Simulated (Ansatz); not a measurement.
# BiTe: a single-point run

Wanted: field gradients for BiTe.

Computed with Ansatz 0.2.0 (DFT, PBE, plane-wave PAW, default files, scalar-relativistic, frozen cores, unless a step's input says otherwise).

### 1 The structure to begin with

It takes space group Fm-3m (No. 225, cubic). Conventional cell: a = 6.470 Å, b = 6.470 Å, c = 6.470 Å, α = 90.00°, β = 90.00°, γ = 90.00°. Bi (site symmetry m-3m) is surrounded by 6 Te at 3.23 Å. Around Te (site symmetry m-3m) lie 6 Bi at 3.23 Å.

Coordinates:

```cif
data_structure
_symmetry_space_group_name_H-M 'Fm-3m'
_symmetry_Int_Tables_number 225
_cell_length_a 6.4700
_cell_length_b 6.4700
_cell_length_c 6.4700
_cell_angle_alpha 90.000
_cell_angle_beta 90.000
_cell_angle_gamma 90.000
_cell_volume 270.84
loop_
_atom_site_label
_atom_site_type_symbol
_atom_site_symmetry_multiplicity
_atom_site_Wyckoff_symbol
_atom_site_fract_x
_atom_site_fract_y
_atom_site_fract_z
_atom_site_occupancy
Bi1 Bi 4 a 0.00000 0.00000 0.00000 1
Te1 Te 4 b 0.50000 0.00000 0.00000 1
```

### 2 The run

File input.yaml:

```yaml
crystal:
  lattice:
    - [0.0, 3.235, 3.235]
    - [3.235, 0.0, 3.235]
    - [3.235, 3.235, 0.0]
  atoms:
    - { symbol: Bi, position: [0.0, 0.0, 0.0] }
    - { symbol: Te, position: [0.5, 0.5, 0.5] }
kpoints:
  mp_grid: { grid: [13, 13, 13] }
scf:
  occupations: { method: fermi_dirac, width: 0.05 }
  max_iter: 1
hamiltonian:
  xc: pbe
  pseudopotentials: { kind: paw, frozen_core: stored }
output:
  forces: true
  stress: true
  populations: true
  efg: { quadrupole_moments_barn: { Bi: -0.516 } }
```

Launch:

```
ansatz run input.yaml --threads 1 --pin off --max-ram 3072MiB --backend cpu --events-out ev --progress --plain --runs-dir out
```

Log:

```text
Warning: RAYON_NUM_THREADS=1 ignored (pool sized by the plan → 1); use --threads N
Te, Bi: output.efg is read without spin–orbit coupling, which moves field gradients at and beside such atoms by some per cent and up to a factor of two; PAW files take it under magnetization.noncollinear and magnetization.spin_orbit
Engine: ansatz 0.2.0, x86_64-unknown-linux-gnu
Pseudopotentials: kind: paw
Pseudopotential: Bi, paw, valence charge 15, recommended cutoff 420 eV (normal), Bi.paw.azcp
Pseudopotential: Te, paw, valence charge 16, recommended cutoff 420 eV (normal), Te.paw.azcp
Functional definition: PBE
  parameter kappa = 0.804
  parameter beta = 0.06672455060314922
  exchange = pbe_x(kappa = kappa, mu = beta*pi^2/3)
  correlation = pbe_c(beta = beta)
Crystal: 2 atoms, lattice volume = 67.710 Å³
Basis set: ecut = 420 eV, 1363 PW (Γ), exchange–correlation on 64×64×64 points (8 copies of the dense FFT grid, shifted against one another)
Bands: 20, of which v1, the nominal top of the filled ones, is band 16 counted from 1 (15 counted from 0)
Symmetry: 48 space group operations
Space group: Fm-3m (ITA 225), of the structure as read, at distance tolerance 4.1e-5 Å
k-points: 84 of 2197
Non-local potential: Bi, projectors of the file, l = 0: 2, l = 1: 2, l = 2: 2, l = 3: 2
Non-local potential: Te, projectors of the file, l = 0: 2, l = 1: 2, l = 2: 2, l = 3: 2
PAW form: soft (Blöchl's): semilocal exchange-correlation on the pseudo side does not see the compensation charge
PAW one-centre angular grid: Bi, 590 points (default); XC on 64 Gauss nodes
PAW one-centre angular grid: Te, 590 points (default); XC on 64 Gauss nodes
Initial density: superposition of atomic densities (neutral atoms: chi_scale 0, normalization atom), corrected by the library's trained network
Initial wavefunctions: pseudopotential atomic-orbital guess
Functional: x = pbe(κ = 0.804, μ = 0.2195149727645171), c = pbe(β = 0.06672455060314922)
SCF iter   1: F=—  HF=-19376.654618 eV  |F-HF|=—  |Δ(HF+E_count)|=         —  Δρ=9.27e-4  dr2=1.04e-3  ethr=1.77e-3  ⟨swp⟩=5.8  Hψ=20429  notcnv=0
preconditioner: auto → LDOS  [metal: Δε(μ)=0.041 eV  Ē_g=9.466 eV  σ=0.050 eV  W_gap=0.20  n_scr=14 (ndim 8)  ℏωp=15.0 eV  f_vac=0.012  D(μ)=1.54/eV (n_scr^D=14)  β→1.0]
Error: did not converge after 1 iterations: dr2 = 1.04e-3 (threshold 1.00e-7), under the density mixer `msr1`, which `scf.mixing.algorithm: auto` chose by the deck's other keys (type `scf.mixing.algorithm: msr1` to keep it); raise `scf.max_iter`, which need not help a stalled SCF, or adjust the mixing (`scf.mixing`) or, under a smearing, its width (`scf.occupations.width`, in either direction: another width is another result); this SCF holds its density and magnetisation to the symmetry operations that it keeps, and cannot end on a state that breaks one of them: if the state sought breaks one, re-run with `crystal.symmetry.detect: false`, without `crystal.symmetry.time_reversal: true`, on a non-collinear deck whose state breaks time reversal, with `crystal.symmetry.time_reversal: false` beside it (there exact exchange or a DFT+U term alone can polarise the run; a magnetic state wants starting moments), where the deck allows it (that run may end on another state, and need not converge either); this run sums exchange and correlation on more points than the dense box has (`basis.xc_grid`), where a deck that converges on the dense box may not converge: try another level (where the key is left out runs that use forces, runs that use the stress, dielectric runs by a finite field, finite-displacement phonons, runs of phonons.displacement_patterns under a GGA or a meta-GGA, phonons by method: dfpt, dielectric runs by the response, runs on support functions, runs on PAW files under a meta-GGA or a hybrid on one, runs at kind: all_electron or under a hybrid on a GGA, runs under a text's formulas of a gradient, and runs on PAW files that evaluate rPW86 or Becke's exchange or LYP's correlation can take a finer level, which can go by the root key accuracy; a number is taken as typed), or, where it is served, `1`, the dense box, on which forces and the stress change with where the atoms sit on the grid; a lower level also moves a field's Born charges, by the response (dielectric, § Limitations, in the input reference) or by a finite field; under a meta-GGA, try another mixer (`scf.mixing.algorithm: anderson` or `broyden`); mind that the stability of the state on which such a run converges can go unchecked at the default of `scf.lower_state_search`; see `basis.xc_grid`, Limitations — the other mixer that `auto` picks from is left to try (`scf.mixing.algorithm: broyden`); it can need more iterations, either can converge an SCF that the other leaves open, and the two can end on different states; the input reference at `scf.mixing.algorithm` says more, and from which start to try it
```

Wall time 10 s (1 thread of Intel Xeon at 2.50GHz (Skylake/Cascade Lake), shared host); peak memory 0.38 GiB.

### 3 What went wrong

The SCF did not converge in 1 cycle. The density residual dr2 stood at 0.00104 eV (threshold 1.0e-7). Nothing that it prints is a result.

The suspect setting: scf.max_iter is 1. The limit on iterations ended the loop before it was done.

The cure: delete scf.max_iter (the default then holds).

### 4 The mended run

Other changes include kpoints.mp_grid, scf.occupations.

input.yaml, as its differences from that of step 2:

```diff
@@ -9,6 +9,5 @@
 kpoints:
-  mp_grid: { grid: [13, 13, 13] }
+  mp_grid: { grid: [12, 12, 12] }
 scf:
-  occupations: { method: fermi_dirac, width: 0.05 }
-  max_iter: 1
+  occupations: { method: fermi_dirac, width: 0.02 }
 hamiltonian:
```

Launch:

```
ansatz run input.yaml --threads 1 --pin off --max-ram 3072MiB --backend cpu --events-out ev --progress --plain --runs-dir out
```

From the output:

```text
[...]
Basis set: ecut = 420 eV, 1363 PW (Γ), exchange–correlation on 64×64×64 points (8 copies of the dense FFT grid, shifted against one another)
[...]
k-points: 72 of 1728
[...]
SCF iter   1: F=—  HF=-19376.653445 eV  |F-HF|=—  |Δ(HF+E_count)|=         —  Δρ=1.03e-3  dr2=1.44e-3  ethr=1.77e-3  ⟨swp⟩=7.0  Hψ=7734  notcnv=0
preconditioner: auto → LDOS  [metal: Δε(μ)=0.044 eV  Ē_g=9.468 eV  σ=0.020 eV  W_gap=0.42  n_scr=14 (ndim 8)  ℏωp=15.0 eV  f_vac=0.012  D(μ)=1.08/eV (n_scr^D=8)  β→1.0]
SCF iter   2: F=—  HF=-19376.651752 eV  |F-HF|=—  |Δ(HF+E_count)|=   1.69e-3  Δρ=6.19e-4  dr2=1.83e-4  ethr=4.65e-6  ⟨swp⟩=2.2  Hψ=3457  notcnv=0  defer=32
[...]
SCF iter   5: F=—  HF=-19376.651650 eV  |F-HF|=—  |Δ(HF+E_count)|=   8.75e-7  Δρ=1.23e-5  dr2=1.19e-7  ethr=6.31e-9  ⟨swp⟩=2.0  Hψ=2527  notcnv=0  defer=32
SCF iter   6: F=-19376.651650 eV  HF=-19376.651650 eV  |F-HF|=1.27e-9  |Δ(HF+E_count)|=   5.07e-8  Δρ=1.96e-6  dr2=2.61e-9  ethr=3.23e-10  ⟨swp⟩=7.3  Hψ=6740  notcnv=0
[...]
SCF converged after 6 iterations
Free energy (F): -19376.651650 eV
[...]
E sigma→0 (E₀):  -19376.650892 eV
[...]
Fermi energy:    9.819833 eV
[...]
  P = ⅓ Tr σ = 0.6992 GPa (6.992 kbar)
[...]
```

Wall time 18 s (1 thread of Intel Xeon at 2.50GHz (Skylake/Cascade Lake), shared host); peak memory 0.41 GiB.

Residuals of both tries. The quantity is the density residual dr2, in eV.

```csv
cycle,first try,second try
1,0.00104,0.00144
2,-,1.8e-4
3,-,2.3e-5
4,-,2.0e-6
5,-,1.2e-7
6,-,2.6e-9
```

Site by site (atoms counted from 1):

| site | atoms | first shell | V_zz (10²¹ V/m²) | η | C_Q (MHz) |
| --- | --- | --- | --- | --- | --- |
| Bi | 1 | 6 Te at 3.23 Å | 0.00 | – | 0 (²⁰⁹Bi) |
| Te | 2 | 6 Bi at 3.23 Å | 0.00 | – | – |

V_zz is the principal component of the electric field gradient with the largest magnitude, η = (V_xx − V_yy)/V_zz and C_Q = eQV_zz/h. Q values from Pyykkö, Mol. Phys. 116, 1328 (2018). A dash under C_Q marks elements without a common quadrupolar isotope.

### 5 Results

```
                           quantity                        value
                          first try   not converged, 1 SCF cycle
                              cause  too low a cap on iterations
                         second try      converged, 6 SCF cycles
energy (zero set by the potentials)               -19376.6516 eV
                           pressure                     0.70 GPa
                    gap on the mesh    none (metal on this mesh)
                      largest force                   0.000 eV/Å
               largest V_zz in size       0.00 × 10²¹ V/m² at Bi
```

In words: With the input mended the run converges in 6 SCF cycles.
